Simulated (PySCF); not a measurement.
# One shape, several levels: SiPH4Br (SMILES P[SiH2]Br)

Wanted: a comparison of 3 runs (CCSD(T)/STO-3G, CCSD(T)/3-21G, CCSD(T)/6-31G*) of SiPH4Br. 

The calculation is run with PySCF 2.14.0.

**1. The molecule**

The species is SiPH4Br (7 atoms), meant as a singlet with charge 0. SMILES: `P[SiH2]Br`. The shape is that of a GFN2-xTB optimisation. This is one conformer, not always the lowest.

Bond lengths: P1–Si2 2.234 Å, Si2–Br3 2.223 Å, P1–H4 1.384 Å, P1–H5 1.384 Å, Si2–H6 1.456 Å, Si2–H7 1.456 Å. Angles: P1–Si2–Br3 114.0°, P1–Si2–H6 110.2°, P1–Si2–H7 110.3°, Br3–Si2–H6 104.1°, Br3–Si2–H7 104.2°, Si2–P1–H4 95.4°, Si2–P1–H5 95.5°, H6–Si2–H7 113.8°, H4–P1–H5 92.4°.

**2. The energy at CCSD(T)/STO-3G (run 1)**

The input, calc.py:

```python
from pyscf import gto, scf, cc

mol = gto.Mole()
mol.atom = '''
P     -0.611340     0.534810    -1.333480
Si     0.744030    -0.113300     0.320510
Br    -0.320400    -0.857900     2.124930
H     -1.415690    -0.590940    -1.290380
H     -1.473530     1.253300    -0.523190
H      1.520650     1.018350     0.807460
H      1.556290    -1.244320    -0.105840
'''
mol.basis = 'sto-3g'
mol.verbose = 3
mol.max_memory = 1860
mol.build()

mf = scf.RHF(mol)
mf.conv_tol = 1e-10
mf.kernel()
if not mf.converged:
    mf = mf.newton().run(mf.mo_coeff, mf.mo_occ)

mycc = cc.CCSD(mf, frozen=19)
mycc.kernel()
e_t = mycc.ccsd_t()
energy = mycc.e_tot + e_t
print('Final energy', energy)
```

Run with:

```bash
$ OMP_NUM_THREADS=1 python calc.py
```

Output:

```text
converged SCF energy = -3169.5677115606
E(CCSD) = -3169.676644354943  E_corr = -0.1089327943404722
CCSD(T) correction = -0.000921316660811733
Final energy -3169.677565671604
```

Run time: 0.76 s. Hardware: 1 thread of Arm Neoverse V2, shared host; peak memory 0.11 GiB.

**3. The energy at CCSD(T)/3-21G (run 2)**

The input, job.py:

```python
from pyscf import gto, cc

molecule = gto.M(
    atom=[
    ('P', (-0.611340, 0.534810, -1.333480)),
    ('Si', (0.744030, -0.113300, 0.320510)),
    ('Br', (-0.320400, -0.857900, 2.124930)),
    ('H', (-1.415690, -0.590940, -1.290380)),
    ('H', (-1.473530, 1.253300, -0.523190)),
    ('H', (1.520650, 1.018350, 0.807460)),
    ('H', (1.556290, -1.244320, -0.105840)),
],
    basis='3-21g',
    max_memory=1860,
    verbose=4,
)

mf = molecule.RHF()
mf.conv_tol = 1e-10
mf.kernel()
if not mf.converged:
    mf = mf.newton().run(mf.mo_coeff, mf.mo_occ)

mycc = cc.CCSD(mf, frozen=19)
mycc.kernel()
e_t = mycc.ccsd_t()
e_tot = mycc.e_tot + e_t
print('E(%s) = %.9f' % ('CCSD(T)', e_tot))
```

Run with:

```bash
$ OMP_NUM_THREADS=1 python job.py
```

Output:

```text
PySCF version 2.14.0

[... 59 lines left out ...]
converged SCF energy = -3188.7718991628
[... 12 lines left out ...]
Init t2, MP2 energy = -3188.91849193631  E_corr(MP2) -0.146592773516254
[... 11 lines left out ...]
CCSD converged
[... 2 lines left out ...]
E(CCSD(T)) = -3188.956845609
```

Run time: 2.1 s. Hardware: 1 thread of Arm Neoverse V2, shared host; peak memory 0.15 GiB.

**4. A single-point energy at CCSD(T)/6-31G(d) (spherical functions) (run 3)**

The input, input.xyz:

```xyz
7

P     -0.611340     0.534810    -1.333480
Si     0.744030    -0.113300     0.320510
Br    -0.320400    -0.857900     2.124930
H     -1.415690    -0.590940    -1.290380
H     -1.473530     1.253300    -0.523190
H      1.520650     1.018350     0.807460
H      1.556290    -1.244320    -0.105840
```

The input, run.py:

```python
from pyscf import gto, cc

mol = gto.M(
    atom='input.xyz',
    verbose=4,
    max_memory=1860,
    basis='6-31g*',
    charge=0,
)

hf = mol.RHF()
hf.conv_tol = 1e-10
hf.kernel()
if not hf.converged:
    hf = hf.newton().run(hf.mo_coeff, hf.mo_occ)

mycc = cc.CCSD(hf, frozen=19)
mycc.kernel()
e_t = mycc.ccsd_t()
etot = mycc.e_tot + e_t
print('E = %.10f Eh' % etot)
```

Run with:

```bash
$ OMP_NUM_THREADS=1 python run.py
```

Output:

```text
PySCF version 2.14.0

[... 61 lines left out ...]
converged SCF energy = -3204.10761238199
[... 12 lines left out ...]
Init t2, MP2 energy = -3204.5372325653  E_corr(MP2) -0.429620183303519
[... 12 lines left out ...]
CCSD converged
[... 2 lines left out ...]
E = -3204.5823651589 Eh
```

It took 12 s on 1 thread of Arm Neoverse V2, shared host; peak memory 0.25 GiB.

**5. Overview of the runs**

```csv
run,level,energy (Eh),dipole moment (D) of the reference,HOMO energy (eV),LUMO energy (eV),wall time
1,CCSD(T)/STO-3G,-3169.677566,2.05,-7.43,8.73,0.76 s
2,CCSD(T)/3-21G,-3188.956846,1.16,-10.15,2.88,2.1 s
3,CCSD(T)/6-31G* (spherical functions),-3204.582365,1.31,-10.18,2.79,12 s
```

**6. Outcome**

| quantity | value |
| --- | --- |
| run 3: total energy | -3204.58237 Eh |
| run 3: dipole moment (Hartree–Fock density) | 1.31 D |
| run 3: HOMO energy (Hartree–Fock orbitals) | -10.18 eV |
| run 3: LUMO energy (Hartree–Fock orbitals) | 2.79 eV |
| run 3: HOMO–LUMO gap (Hartree–Fock orbitals) | 12.97 eV |
| run 3: correlation energy (19 core orbitals frozen) | -474.8 mEh |
| run 3: (T) correction | -10.27 mEh |
| run 3: T1 diagnostic | 0.009 |

In run 1 the basis is minimal, so the values are rough. All runs together took 15 s, the longest 12 s.
